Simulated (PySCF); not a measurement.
# C3H5NSi: the cost of one run

The runs use PySCF 2.14.0, with density-fitted response routines of our own; the level of theory stands in each step. All values are computed, except where a source is named. Atoms are numbered from 0 throughout.

## Step 1: Starting geometry

10 atoms, charge 0, multiplicity 1; geometry from: PBE0-D3(BJ)/def2-SVP.

Bonds of the start (Å): C0–C1 1.22, C1–Si2 1.84, Si2–N3 1.75, N3–C4 1.26, C0–H5 1.08, Si2–H6 1.49, Si2–H7 1.49, C4–H8 1.11, C4–H9 1.11.

## Step 2: Nuclear shieldings: PBE0/pcSseg-2

Job settings and geometry (Å):

```
{"job": {"kind": "nmr", "xc": "PBE0", "basis": "pcSseg-2", "pop": false}, "charge": 0, "multiplicity": 1}
C      2.215474    -0.971579    -0.088157
C      1.408537    -0.059725    -0.112485
Si     0.100404     1.236143    -0.136811
N     -1.499078     0.552933     0.065513
C     -1.765718    -0.671346     0.214667
H      2.938087    -1.768936    -0.066915
H      0.336117     2.196269     0.975057
H      0.136450     1.947575    -1.442758
H     -1.005420    -1.481487     0.233587
H     -2.814407    -1.001104     0.337094
```

Level: GIAO PBE0/pcSseg-2 NMR shielding, non-relativistic, gas phase.

Run with:

```sh
> OMP_NUM_THREADS=1 python probes_run.py task.json out
```

One launch serves the whole session: the jobs run in the order shown.

**Question.** How long does this first job take on 1 thread of Arm Neoverse V1, shared host, and how much memory does it need?

About 24 s, with a peak of 1.1 GiB.
